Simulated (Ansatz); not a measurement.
# BGeHCl (quartet): the correlation ladder at distance B2–Ge3 = 2.201 Å, cc-pVDZ

Aim: climb from Hartree-Fock through coupled cluster and multireference methods for BGeHCl (quartet) at one geometry and basis, and see what each rung misses.

Computed with Ansatz 0.2.0, Gaussian basis. Level: cc-pVDZ, core rule «outside noble gas», up to 20 orbitals frozen.

The runs, in order: UHF; CCSD(T) on ROHF; CCSD(T) on UHF; BCCD(T) on ROHF; CISD; CCSDT(Q) on ROHF; CCSDT(Q) on UHF; CASSCF and MRCISD+Q, 5 electrons in 5 orbitals; CASSCF and NEVPT2, 5 electrons in 5 orbitals.

23 further runs of the same task are left out: 1 for a mislabelled method, 18 that didn't finish, 4 set aside as unsound or not needed.

## 1. What is computed

The geometry derives from a PBE0/def2-TZVP stationary point (not a proven minimum). One bond is set to the value named and the two fragments are kept rigid. No spin-orbit coupling is included. The filled d shell of Ge may be among the frozen orbitals whatever the setting's name suggests; the logs give the count.

4 atoms, charge 0, spin multiplicity 4.

Atoms are counted from 1 here; the program's logs count them from 0.

Bond lengths: Cl1–B2 1.724 Å, B2–Ge3 2.201 Å, Ge3–H4 1.547 Å. Angles: Cl1–B2–Ge3 123.1°, B2–Ge3–H4 123.1°.

Geometry (Å):

```xyz
4
BClGeH
Cl    0.00000   -0.05020    2.26823
B     0.00000    0.84320    0.79335
Ge    0.00000   -0.11060   -1.19025
H     0.00000    0.69216   -2.51264
```

## 2. UHF

Input file in.yaml:

```yaml
crystal:
  periodic: [false, false, false]
  atoms:
    - {symbol: Cl, position_ang: [0.000000, -0.050198, 2.268231]}
    - {symbol: B, position_ang: [0.000000, 0.843198, 0.793349]}
    - {symbol: Ge, position_ang: [0.000000, -0.110597, -1.190252]}
    - {symbol: H, position_ang: [0.000000, 0.692156, -2.512636]}
basis:
  gaussian: {orbitals: cc-pVDZ}
magnetization: {spin_polarized: true, initial_magnetization: 3}
hamiltonian: {xc: hf}
output: {orbitals: {seedname: orbitals}}
```

Started as:

```
$ ansatz run in.yaml --threads 1 --pin off --events-out ev --progress --plain --max-ram 2393MiB
```

After this run come: CCSD(T) on ROHF; CCSD(T) on UHF; BCCD(T) on ROHF; CISD; CCSDT(Q) on ROHF; CCSDT(Q) on UHF; CASSCF and MRCISD+Q, 5 electrons in 5 orbitals; CASSCF and NEVPT2, 5 electrons in 5 orbitals.

Q: Predict the results of all the runs planned. Wanted: UCCSDT(Q) below the RHF energy; RMP2 from UCCSDT(Q); UMP2 from UCCSDT(Q); RCCSD from UCCSDT(Q); RCCSD(T) from UCCSDT(Q); UCCSD(T) from UCCSDT(Q); RCCSDT(Q) from UCCSDT(Q); NEVPT2 pair from UCCSDT(Q); MRCISD+Q pair from UCCSDT(Q).

As calculated:

| quantity | value |
| --- | --- |
| UCCSDT(Q) below the RHF energy | -8.2332 eV |
| RMP2 from UCCSDT(Q) | +30.23 kcal/mol |
| UMP2 from UCCSDT(Q) | +30.02 kcal/mol |
| RCCSD from UCCSDT(Q) | +7.44 kcal/mol |
| RCCSD(T) from UCCSDT(Q) | +1.61 kcal/mol |
| UCCSD(T) from UCCSDT(Q) | +1.39 kcal/mol |
| RCCSDT(Q) from UCCSDT(Q) | +0.29 kcal/mol |
| NEVPT2 pair from UCCSDT(Q) | +31.85 kcal/mol |
| MRCISD+Q pair from UCCSDT(Q) | +4.50 kcal/mol |
| levels within 1 kcal/mol (43 meV) | RCCSDT, UCCSDT, RCCSDT(Q) |
| T1 diagnostic | 0.026 |

In words: RCCSD(T) misses by +1.61 kcal/mol, 0.8 % of the correlation energy. Of the multireference levels listed MRCISD+Q pair comes nearest in total energy (+4.50 kcal/mol), which doesn't show that its space is the better one. These misses are within one basis, not against nature; the frozen cores of restricted and unrestricted runs differ, which can shift their rows.
